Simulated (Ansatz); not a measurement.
Working through a comparison of enthalpies under pressure of two structures of Zn

Program: Ansatz's Python interface.

Notebook, run cell by cell (the value of a cell's last expression is shown):

In [1]:
```python
import warnings

import ansatz as az
import numpy as np
```

In [2]:
```python
def fcc(A, a):
    return (
        az.Lattice.fcc(a)
        .space_group(225)
        .atom(A, (0, 0, 0))
        .primitive()
    )
```

In [3]:
```python
def hcp(a_site, a):
    return (
        az.Lattice.from_parameters(a, a, 1.633 * a, alpha=90, beta=90, gamma=120)
        .space_group(194)
        .atom(a_site, (1 / 3, 2 / 3, 0.25))
    )
```

In [4]:
```python
def solve(name, crystal, pressure=0.0):
    calc = crystal.calculation()
    calc = calc.functional(az.Functional.PBESOL).pseudopotentials("nc")
    calc = calc.accuracy("low")
    calc = calc.kpoints(spacing=0.39)
    calc = calc.occupations("gaussian", width=0.1)
    calc = calc.relax(force_tolerance=0.02, max_steps=40, cell=True, pressure=pressure)
    return calc.run(threads=1)


def volume_per_atom(outcome):
    return abs(np.linalg.det(outcome.lattice.cell_ang)) / len(outcome.lattice.sites)
```

In [5]:
```python
warnings.simplefilter("ignore")
```

In [6]:
```python
phases = {}
phases["fcc"] = fcc("Zn", 3.94)
phases["hcp"] = hcp("Zn", 2.79)
```

In [7]:
```python
pressures = [0, 20, 40, 60]
enthalpy, volume = {name: [] for name in phases}, {name: [] for name in phases}
for p in pressures:
    for name, crystal in phases.items():
        o = solve(name, crystal, pressure=p)
        volume[name].append(volume_per_atom(o))
        enthalpy[name].append(o.report["energy_sigma0_ev"] / len(o.lattice.sites) + p * volume[name][-1] / 160.21766)
gap = np.array(enthalpy["hcp"]) - np.array(enthalpy["fcc"])
rows = [(p, va, vb, 1000 * d) for p, va, vb, d in zip(pressures, volume["fcc"], volume["hcp"], gap)]
print("   P (GPa)  V fcc (A^3/atom)  V hcp (A^3/atom)  H(hcp) - H(fcc) (meV/atom)")
for row in rows:
    print(f"{row[0]:10d}  {row[1]:16.3f}  {row[2]:16.3f}  {row[3]:+26.1f}")
crossings = [p0 - g0 * (p1 - p0) / (g1 - g0) for p0, p1, g0, g1 in zip(pressures, pressures[1:], gap, gap[1:]) if g0 * g1 < 0]
print("crossing near", [round(float(p), 1) for p in crossings], "GPa") if crossings else print("no crossing in this range")
```
```text
   P (GPa)  V fcc (A^3/atom)  V hcp (A^3/atom)  H(hcp) - H(fcc) (meV/atom)
         0            14.162            14.141                       -59.7
        20            12.035            12.058                       -54.8
        40            11.027            11.050                       -52.3
        60            10.341            10.363                       -49.5
no crossing in this range
```

Reading the output:
- These settings explore the input space; cutoff and mesh may be short of convergence.
- At a fixed pressure a relaxation lowers the enthalpy F + PV, while F alone can rise.
- Only these two structures are compared, at zero temperature and with their symmetry kept; either may be hypothetical, and another phase may be lower than both. Differences under about 40 meV an atom lie within the error of mesh and functional.
- The cells are prototypes set up for this calculation and needn't exist.
- Run time: 4.8 min on 1 thread of Arm Neoverse N1, with other jobs on the host, peak memory 0.43 GiB.
